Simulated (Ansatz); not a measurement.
# AlPt: the cost of one run

Computed with Ansatz 0.2.0 (DFT PBEsol, scalar-relativistic, plane waves, PAW, unless a step's input says otherwise).

**1. The system as given**

It takes space group Pm-3m (No. 221, cubic). The conventional cell has a = 3.092 Å, b = 3.092 Å, c = 3.092 Å, α = 90.00°, β = 90.00°, γ = 90.00°. Around Al (site symmetry m-3m) lie 8 Pt at 2.68 Å. Pt (site symmetry m-3m) has 8 Al at 2.68 Å as nearest neighbours.

Coordinates:

```xyz
2
Lattice="3.0915 0.0000 0.0000 0.0000 3.0915 0.0000 0.0000 0.0000 3.0915" Properties=species:S:1:pos:R:3 pbc="T T T"
Al    0.0000    0.0000    0.0000
Pt    1.5458    1.5458    1.5458
```

Source of the structure: the Materials Project (structure only).

(A quick probe on a coarse mesh, which set the mesh and smearing, is not shown.)

**3. Full relaxation**

Input file input.yaml:

```yaml
crystal:
  lattice:
    - [3.091546, 0.0, 0.0]
    - [0.0, 3.091546, 0.0]
    - [0.0, 0.0, 3.091546]
  atoms:
    - { symbol: Al, position: [0.0, 0.0, 0.0] }
    - { symbol: Pt, position: [0.5, 0.5, 0.5] }
basis:
  ecutwfc: 420
kpoints:
  mp_grid: { grid: [14, 14, 14] }
hamiltonian:
  xc: pbesol
scf:
  occupations: { method: gaussian, width: 0.1 }
output:
  forces: true
  stress: true
  eigenvalues: true
  write_density: true
  write_potential: true
  elf: true
  volumetric_format: npy
relax:
  adjacent_minimum: "off"
  f_tol: 0.005
  max_steps: 80
  cell: { stress_tol: 0.05 }
```

Started as:

```
$ ansatz run input.yaml --threads 1 --pin off --max-ram 2560MiB --backend cpu --events-out ev --progress --plain --runs-dir out
```

Q: Estimate wall time and peak memory on 1 thread of Arm Neoverse V2, shared host.

About 14 s, with a peak of 0.34 GiB.
